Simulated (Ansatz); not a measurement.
Here is an Ansatz input file for BFGeH6OSi, SMILES [BH2][GeH2][O][SiH2]F. Write the same calculation for the Python package.

```yaml
crystal:
  periodic: [false, false, false]
  atoms:
    - { symbol: B, position_ang: [-0.0689, 1.7318, 1.8391] }
    - { symbol: Ge, position_ang: [-0.327, 0.6712, 0.1498] }
    - { symbol: O, position_ang: [0.5987, -0.8311, 0.3037] }
    - { symbol: Si, position_ang: [0.4631, -1.6808, -1.1551] }
    - { symbol: F, position_ang: [1.2547, -3.1457, -1.115] }
    - { symbol: H, position_ang: [0.556, 1.3982, 2.7123] }
    - { symbol: H, position_ang: [-0.6437, 2.818, 1.9256] }
    - { symbol: H, position_ang: [-1.7854, 0.3516, -0.051] }
    - { symbol: H, position_ang: [0.195, 1.5161, -1.0156] }
    - { symbol: H, position_ang: [0.873, -0.8906, -2.2659] }
    - { symbol: H, position_ang: [-1.05, -1.9958, -1.3074] }
basis:
  gaussian:
    orbitals: def2-SVP
hamiltonian:
  xc: pbe
relax:
  f_tol: 0.02
  max_steps: 100
```

`run_opt.py`:
```python
"""Geometry optimisation of BFGeH6OSi."""

import itertools
import warnings

import ansatz as az
from ase import Atoms
from ase.data import atomic_numbers, covalent_radii
import numpy as np
import pandas as pd

BASIS = "def2-SVP"
FUNCTIONAL = "pbe"

warnings.simplefilter("ignore", az.DeckWarning)

atoms = Atoms(["B", "Ge", "O", "Si", "F", "H", "H", "H", "H", "H", "H"], positions=[
    (-0.0689, 1.7318, 1.8391),
    (-0.327, 0.6712, 0.1498),
    (0.5987, -0.8311, 0.3037),
    (0.4631, -1.6808, -1.1551),
    (1.2547, -3.1457, -1.115),
    (0.556, 1.3982, 2.7123),
    (-0.6437, 2.818, 1.9256),
    (-1.7854, 0.3516, -0.051),
    (0.195, 1.5161, -1.0156),
    (0.873, -0.8906, -2.2659),
    (-1.05, -1.9958, -1.3074),
])
mol = az.Crystal.molecule_from_ase(atoms)

job = (
    mol.calculation()
    .basis(gaussian=BASIS)
    .functional(FUNCTIONAL)
)
symbols = [site.symbol for site in mol.cartesian_sites]
start = np.array([site.position_ang for site in mol.cartesian_sites], dtype=float)
data = job.relax(force_tolerance=0.02, max_steps=100).run(threads=1).report
end = np.array(data["positions_ang"])

print(f"E = {data['free_energy_ev']:.6f} eV = {data['free_energy_ev'] / 27.211386246:.7f} Ha")
print("converged:", data["converged"], " doubts:", data["published_state_doubts"] or "none")

# pairs closer than 1.2 times the sum of covalent radii, before or after
radius = [covalent_radii[atomic_numbers[s]] for s in symbols]
span = lambda where, i, j: np.linalg.norm(where[i] - where[j])
bonded = [(i, j) for i, j in itertools.combinations(range(len(symbols)), 2) if min(span(start, i, j), span(end, i, j)) < 1.2 * (radius[i] + radius[j])]
print("pair        before    after (A)")
for i, j in bonded:
    print(f"{symbols[i]}{i}-{symbols[j]}{j}".ljust(10), f"{span(start, i, j):8.4f} {span(end, i, j):8.4f}")

charges = data["charge_distribution"]
table = pd.DataFrame({"atom": symbols, "mulliken": charges["mulliken_charges_e"], "lowdin": charges["lowdin_charges_e"]})
print(table.round(3).to_string())
print("dipole (e A):", np.round(charges["dipole_moment_e_ang"], 4) + 0.0)
```

```console
$ python run_opt.py
E = -69902.804879 eV = -2568.8806975 Ha
converged: True  doubts: none
pair        before    after (A)
B0-Ge1       2.0113   2.0566
B0-H5        1.1244   1.2126
B0-H6        1.2320   1.2160
Ge1-O2       1.7713   1.8201
Ge1-H7       1.5065   1.5620
Ge1-H8       1.5312   1.5573
O2-Si3       1.6937   1.6525
Si3-F4       1.6656   1.6396
Si3-H9       1.4235   1.4964
Si3-H10      1.5530   1.5026
   atom  mulliken  lowdin
0     B    -0.075  -0.037
1    Ge     0.470   0.146
2     O    -0.530  -0.015
3    Si     0.708   0.184
4     F    -0.313  -0.030
5     H     0.039   0.001
6     H     0.020  -0.003
7     H    -0.059  -0.027
8     H    -0.047  -0.026
9     H    -0.097  -0.094
10    H    -0.117  -0.099
dipole (e A): [-0.2134  0.3564  0.0638]
```

Reading the output:
- Total energies depend on the basis set; only differences at equal settings carry meaning.
- The end point is the stationary point reached from this start; no frequency run checks that it is a minimum, and the basis set is modest.
- The Löwdin charges here are taken after orthogonalising the functions within each atom; they differ from plain Löwdin charges, and their signs can be unphysical.
- Hardware and time: 2.7 min on 1 thread of Arm Neoverse V1, with other jobs on the host, peak memory 0.3 GiB.

(Lines on the test bed's own set-up are left out of the output.)
